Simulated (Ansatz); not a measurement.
# WCl₂O₂ (septet): geometry optimisation

Aim: relax a generated start of WCl₂O₂ (septet) and see which bonds hold.

Method: UKS PBE0/def2-TZVP; program: Ansatz 0.2.0, Gaussian basis.

## Step 1: The starting structure

5 atoms, charge 0, spin multiplicity 7.

Atoms are counted from 1 here; the program's logs count them from 0.

Bond lengths: W1–O2 1.957 Å, W1–O3 1.957 Å, W1–Cl4 2.329 Å, W1–Cl5 2.329 Å. Angles: O2–W1–O3 137.6°, O2–W1–Cl4 61.4°, O2–W1–Cl5 138.8°, O3–W1–Cl4 138.8°, O3–W1–Cl5 61.4°, Cl4–W1–Cl5 135.7°.

The start was built by rule and, where that kept it together, relaxed with GFN2-xTB. Sticks and bond lists go by distance. No spin-orbit coupling is included. Elements past krypton take def2 core potentials.

## Step 2: The run

in.yaml reads:

```yaml
crystal:
  periodic: [false, false, false]
  atoms:
    - {symbol: W, position_ang: [0.000001, 0.000238, 0.138165]}
    - {symbol: O, position_ang: [0.558574, 1.738644, 0.843281]}
    - {symbol: O, position_ang: [-0.558560, -1.735733, 0.849266]}
    - {symbol: Cl, position_ang: [-0.968782, 1.926419, -0.743443]}
    - {symbol: Cl, position_ang: [0.968770, -1.928965, -0.736828]}
basis:
  gaussian: {orbitals: def2-TZVP}
magnetization: {spin_polarized: true, initial_magnetization: 6}
hamiltonian: {xc: pbe0}
relax: {f_tol: 0.004, max_steps: 80}
```

Command:

```bash
$ ansatz run in.yaml --threads 1 --pin off --events-out ev --progress --plain --max-ram 2176MiB
```

Before running it: what results should come out? Wanted: energy gained; shift from the start; total energy; dipole moment; ⟨S²⟩.

**Answer**, as computed:

| quantity | value |
| --- | --- |
| steps | 10 |
| energy gained | 0.132 eV |
| shift from the start (rms) | 0.275 Å |
| total energy | -30950.6684 eV |
| dipole moment | 0.89 D |
| ⟨S²⟩ | 12.035 |

What this shows: The bonds of the start are those of the end. W1–Cl4 went from 2.329 to 2.351 Å. No vibrations were run, so this is a stationary point, not a proven minimum, and this spin need not be the ground state's.
